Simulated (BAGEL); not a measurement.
**GeCl2 (SMILES Cl[Ge]Cl): HF/STO-3G (density fitting with cc-pvqz-jkfit)**

Aim: the energy change on altering one bond length of GeCl2 at HF/STO-3G (density fitting with cc-pvqz-jkfit), from 2 runs. 

Program for the calculation: BAGEL 1.2.2.

1 further run of the same task is left out (set aside as unsound or not needed).

**1. The system as given**

The species is GeCl2 (3 atoms), meant as a singlet with charge 0. As SMILES, `Cl[Ge]Cl`. The shape is that of a PBE0-D4/def2-TZVP optimisation.

Bond lengths: Cl1–Ge2 2.182 Å, Ge2–Cl3 2.182 Å. Angles: Cl1–Ge2–Cl3 100.0°.

**2. The energy at HF/STO-3G (density fitting with cc-pvqz-jkfit)**

input.json

```json
{ "bagel" : [

{
  "title" : "molecule",
  "basis" : "sto-3g",
  "df_basis" : "cc-pvqz-jkfit",
  "angstrom" : "true",
  "geometry" : [
    { "atom" : "Cl", "xyz" : [   -0.065420,   -1.681680,    0.422740 ] },
    { "atom" : "Ge", "xyz" : [   -0.421210,    0.067170,   -0.832020 ] },
    { "atom" : "Cl", "xyz" : [    0.486630,    1.614500,    0.409270 ] }
  ]
},
{ "title" : "hf" },
{ "title" : "print", "file" : "orbitals.molden", "orbitals" : "true" }

]}
```

The run is started by

```bash
$ BAGEL_NUM_THREADS=1 BAGEL input.json > input.out
```

The program printed:

```text
* using 1 threads per process

  ===============================================================
  ===============================================================

  *** Geometry ***

  { "atom" : "Cl", "xyz" : [     -0.123626,     -3.177915,      0.798863 ] },
  { "atom" : "Ge", "xyz" : [     -0.795972,      0.126933,     -1.572290 ] },
  { "atom" : "Cl", "xyz" : [      0.919597,      3.050963,      0.773408 ] },

  Number of auxiliary basis functions:      514

  Since a DF basis is specified, we compute 2- and 3-index integrals:
    o Being stored without compression. Storage requirement is 0.005 GB

  Number of basis functions:       36
  Number of electrons      :       66

    * METHOD: MOLECULE                             0.21

  *** RHF ***

  === Nuclear Repulsion ===
   309.6694478772

      * DIIS with orbital gradients will be used.

  === RHF iteration (sto-3g) ===
      0      -2960.93415968          0.00839336           0.05
      1      -2960.99498074          0.00138940           0.04
      2      -2960.99641430          0.00040111           0.04
      3      -2960.99665122          0.00006844           0.04
      4      -2960.99665656          0.00001479           0.04
      5      -2960.99665679          0.00000300           0.04
      6      -2960.99665680          0.00000065           0.04
      7      -2960.99665680          0.00000020           0.04
      8      -2960.99665680          0.00000006           0.04
      9      -2960.99665680          0.00000001           0.04
     10      -2960.99665680          0.00000000           0.04
    * SCF iteration converged.

    * Permanent dipole moment:
           (    0.527961,    -0.084291,     1.042912) a.u.

    * METHOD: HF                                   0.58

    * METHOD: PRINT                                0.01

  ===============================================================
```

Run time: 1.3 s. Hardware: 1 thread of AMD EPYC 7R43 (Zen 3), shared host; peak memory 0.081 GiB.

**3. The distorted shape at the same level**

job.json

```json
{ "bagel" : [

{
  "title" : "molecule",
  "basis" : "sto-3g",
  "df_basis" : "cc-pvqz-jkfit",
  "angstrom" : "true",
  "geometry" : [
    { "atom" : "Cl", "xyz" : [    0.219208,   -3.080741,    1.426534 ] },
    { "atom" : "Ge", "xyz" : [   -0.421210,    0.067170,   -0.832020 ] },
    { "atom" : "Cl", "xyz" : [    0.486630,    1.614500,    0.409270 ] }
  ]
},
{
  "title" : "hf"
},
{
  "title" : "print",
  "file" : "orbitals.molden",
  "orbitals" : "true"
}

]}
```

The run is started by

```bash
$ BAGEL_NUM_THREADS=1 BAGEL job.json > job.out
```

The program printed:

```text
* using 1 threads per process

  ===============================================================
  ===============================================================

  *** Geometry ***

  { "atom" : "Cl", "xyz" : [      0.414243,     -5.821757,      2.695759 ] },
  { "atom" : "Ge", "xyz" : [     -0.795972,      0.126933,     -1.572290 ] },
  { "atom" : "Cl", "xyz" : [      0.919597,      3.050963,      0.773408 ] },

  Number of auxiliary basis functions:      514

  Since a DF basis is specified, we compute 2- and 3-index integrals:
    o Being stored without compression. Storage requirement is 0.005 GB

  Number of basis functions:       36
  Number of electrons      :       66

    * METHOD: MOLECULE                             0.24

  *** RHF ***

  === Nuclear Repulsion ===
   237.0488985586

      * DIIS with orbital gradients will be used.

  === RHF iteration (sto-3g) ===
      0      -2960.69700949          0.00806481           0.05
      1      -2959.46664355          0.04749663           0.04
      2      -2960.76955646          0.00238874           0.05
      3      -2960.78185406          0.00112201           0.05
      4      -2960.78473571          0.00057281           0.04
      5      -2960.78595928          0.00026226           0.05
      6      -2960.78606642          0.00016774           0.05
      7      -2960.78611026          0.00003953           0.04
      8      -2960.78611390          0.00001542           0.04
      9      -2960.78611436          0.00000416           0.04
     10      -2960.78611440          0.00000052           0.05
     11      -2960.78611440          0.00000039           0.05
     12      -2960.78611441          0.00000025           0.05
     13      -2960.78611441          0.00000009           0.05
     14      -2960.78611441          0.00000002           0.04
     15      -2960.78611441          0.00000000           0.05
    * SCF iteration converged.

    * Permanent dipole moment:
           (    1.007640,    -3.201923,     2.982444) a.u.

    * METHOD: HF                                   0.85

    * METHOD: PRINT                                0.01

  ===============================================================
```

It took 1.7 s on 1 thread of AMD EPYC 7R43 (Zen 3), shared host; peak memory 0.081 GiB.

**4. Results**

Level: HF/STO-3G (density fitting with cc-pvqz-jkfit).

| quantity | value |
| --- | --- |
| first shape: total energy | -2960.99666 Eh |
| first shape: dipole moment | 2.98 D |
| first shape: HOMO energy | -8.28 eV |
| first shape: LUMO energy | 2.78 eV |
| first shape: HOMO–LUMO gap | 11.06 eV |
| distorted shape: total energy | -2960.78611 Eh |
| distorted shape: dipole moment | 11.41 D |
| distorted shape: HOMO energy | -4.68 eV |
| distorted shape: LUMO energy | 0.21 eV |
| distorted shape: HOMO–LUMO gap | 4.88 eV |
| energy change with the Cl1–Ge2 bond stretched from 2.182 to 3.927 Å | 5.729 eV |

In words: One bond (distorted shape) is far stretched, which a spin-restricted single reference describes badly; a broken-symmetry solution may lie lower. With the Cl1–Ge2 bond stretched from 2.182 to 3.927 Å the energy rises by 5.73 eV (132 kcal/mol). The first shape isn't relaxed at this level, so the change isn't measured from a minimum. A restricted reference can't describe the breaking bond well at this length. The minimal basis adds a large error of its own.
